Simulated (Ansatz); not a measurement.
# MoCl (octet): wave-function methods side by side, def2-QZVPP

An exercise on one series of results from a longer session: the logs are not shown, and one member is left open.

Method: def2-QZVPP, core rule «outside noble gas», up to 9 orbitals frozen; program: Ansatz 0.2.0, Gaussian basis.

The runs, in order: UHF; ROHF; CCSD(T) on UHF.

**What is computed**

The geometry is a PBE0/def2-TZVP stationary point (not a proven minimum) of the parent state, kept for this charge and spin. No spin-orbit coupling is included. Elements past krypton take def2 core potentials.

2 atoms, charge 0, spin multiplicity 8.

Atoms are counted from 1 here; the program's logs count them from 0.

Bond lengths: Mo1–Cl2 2.281 Å.

Coordinates:

```xyz
2

Mo    0.00000    0.00000    0.00000
Cl    0.00000    0.00000    2.28060
```

Set-up of the first run:

in.yaml

```yaml
crystal:
  periodic: [false, false, false]
  atoms:
    - {symbol: Mo, position_ang: [0.000000, 0.000000, 0.000000]}
    - {symbol: Cl, position_ang: [0.000000, 0.000000, 2.280600]}
basis:
  gaussian: {orbitals: "def2-QZVPP.json"}
magnetization: {spin_polarized: true, initial_magnetization: 7}
hamiltonian: {xc: hf}
output: {orbitals: {seedname: orbitals}}
```

On the command line:

```console
$ ansatz run in.yaml --threads 1 --pin off --events-out ev --progress --plain --max-ram 4096MiB --backend cpu
```

Steps of the session up to this table: UHF; ROHF; CCSD(T) on UHF.

One table of the session follows, with a row left open; its other results are not shown here.

```
  method  from UCCSD(T) (meV)
    ROHF                    ?
     UHF              +8615.7
    UMP2              +1071.4
   UCCSD               +330.6
UCCSD(T)                    0
```

**Question.** Estimate the row for ROHF.

The run gave: from UCCSD(T) (meV): +8858.1. In the column «from UCCSD(T) (meV)» it is the highest.
